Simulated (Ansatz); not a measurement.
# C3H7NO2Si: one species, many methods

One table from this session's results is given with a row withheld; the runs are named, their logs left out.

The runs use Ansatz 0.2.0, Gaussian basis; functionals in def2-TZVPP, the program's frozen cores in correlated methods.

Plan: PBE-D4, r2SCAN-D4, PBE0-D4, B3LYP-D4, ωB97X-V, ωB97M-V, B2PLYP; CCSD(T)/def2-TZVPP; MP2/def2-QZVPP; extrapolation to the limit.

## The relaxed structure

The geometry comes from an earlier relaxation with PBE0-D4 in a triple-zeta def2 set; it is a stationary point, not always the lowest conformer.

14 atoms, charge 0, spin multiplicity 1.

Atoms are counted from 1 here; the program's logs count them from 0.

Bond lengths: C1–O2 1.413 Å, C1–H8 1.095 Å, C1–H9 1.090 Å, C1–H10 1.094 Å, O2–Si3 1.622 Å, Si3–C4 1.853 Å, Si3–O6 1.613 Å, Si3–H11 1.481 Å, C4–N5 1.151 Å, O6–C7 1.414 Å, C7–H12 1.090 Å, C7–H13 1.093 Å, C7–H14 1.095 Å. Angles: O2–C1–H8 111.5°, O2–C1–H9 108.0°, O2–C1–H10 110.9°, H8–C1–H9 108.7°, H8–C1–H10 108.9°, H9–C1–H10 108.8°, C1–O2–Si3 125.3°, O2–Si3–C4 109.3°, O2–Si3–O6 110.5°, O2–Si3–H11 110.6°, C4–Si3–O6 105.3°, C4–Si3–H11 107.8°, O6–Si3–H11 113.1°, Si3–C4–N5 175.8°, Si3–O6–C7 125.1°, O6–C7–H12 107.9°, O6–C7–H13 110.7°, O6–C7–H14 111.5° and more.

As a file:

```mol
C3H7NO2Si
  3D, bonds by distance, orders not assigned

 14 13  0  0  0  0  0  0  0  0999 V2000
   -0.5450    0.7407   -2.1619 C   0  0
   -0.6292    0.1266   -0.8916 O   0  0
    0.3941    0.3795    0.3406 Si  0  0
    0.2183    2.1257    0.9356 C   0  0
    0.1305    3.2359    1.2282 N   0  0
   -0.0019   -0.5432    1.6034 O   0  0
    0.0507   -1.9562    1.6251 C   0  0
    0.4576    0.6396   -2.5909 H   0  0
   -1.2586    0.2475   -2.8221 H   0  0
   -0.7986    1.8029   -2.0989 H   0  0
    1.7958    0.1904   -0.1001 H   0  0
   -0.0796   -2.2802    2.6576 H   0  0
   -0.7490   -2.3826    1.0143 H   0  0
    1.0148   -2.3268    1.2607 H   0  0
  1  2  8  0
  2  3  8  0
  3  4  8  0
  4  5  8  0
  3  6  8  0
  6  7  8  0
  1  8  8  0
  1  9  8  0
  1 10  8  0
  3 11  8  0
  7 12  8  0
  7 13  8  0
  7 14  8  0
M  END
```

The first run:

in.yaml

```yaml
crystal:
  periodic: [false, false, false]
  atoms:
    - {symbol: C, position_ang: [-0.544957, 0.740652, -2.161910]}
    - {symbol: O, position_ang: [-0.629223, 0.126630, -0.891602]}
    - {symbol: Si, position_ang: [0.394118, 0.379534, 0.340600]}
    - {symbol: C, position_ang: [0.218306, 2.125709, 0.935560]}
    - {symbol: N, position_ang: [0.130495, 3.235930, 1.228204]}
    - {symbol: O, position_ang: [-0.001905, -0.543177, 1.603380]}
    - {symbol: C, position_ang: [0.050737, -1.956184, 1.625134]}
    - {symbol: H, position_ang: [0.457619, 0.639643, -2.590941]}
    - {symbol: H, position_ang: [-1.258589, 0.247451, -2.822103]}
    - {symbol: H, position_ang: [-0.798559, 1.802890, -2.098949]}
    - {symbol: H, position_ang: [1.795801, 0.190431, -0.100050]}
    - {symbol: H, position_ang: [-0.079567, -2.280169, 2.657623]}
    - {symbol: H, position_ang: [-0.749031, -2.382561, 1.014318]}
    - {symbol: H, position_ang: [1.014766, -2.326758, 1.260716]}
basis:
  gaussian: {orbitals: def2-TZVPP}
hamiltonian: {xc: pbe, dispersion: d4}
output: {forces: true, orbitals: {seedname: orbitals}}
```

On the command line:

```sh
ansatz run in.yaml --threads 2 --pin off --events-out ev --progress --plain --max-ram 32768MiB --backend cuda --devices 0, --max-vram 18GiB
```

Steps of the session up to this table: PBE-D4 (GGA); r2SCAN-D4 (meta-GGA); PBE0-D4 (hybrid); B3LYP-D4 (hybrid); ωB97X-V (range-separated); ωB97M-V (range-separated); B2PLYP (double hybrid); CCSD(T) in def2-TZVPP; MP2 in def2-QZVPP.

One of the session's tables, all rows but one given; the rest of the session is left out.

| method | atomisation energy (eV) |
| --- | --- |
| PBE-D4 | 61.096 |
| r2SCAN-D4 | 59.706 |
| PBE0-D4 | 59.628 |
| B3LYP-D4 | 59.766 |
| ωB97X-V | 59.914 |
| ωB97M-V | 59.972 |
| B2PLYP | 59.293 |
| HF/def2-TZVPP | 42.447 |
| MP2/def2-TZVPP | ? |
| CCSD/def2-TZVPP | 57.128 |
| CCSD(T)/def2-TZVPP | 58.148 |
| MP2/CBS | 61.279 |
| CCSD(T)/CBS | 59.820 |

Estimate the missing values for MP2/def2-TZVPP.

As computed: atomisation energy (eV): 59.607. In the column «atomisation energy (eV)» it lies between B2PLYP (59.293) and PBE0-D4 (59.628).
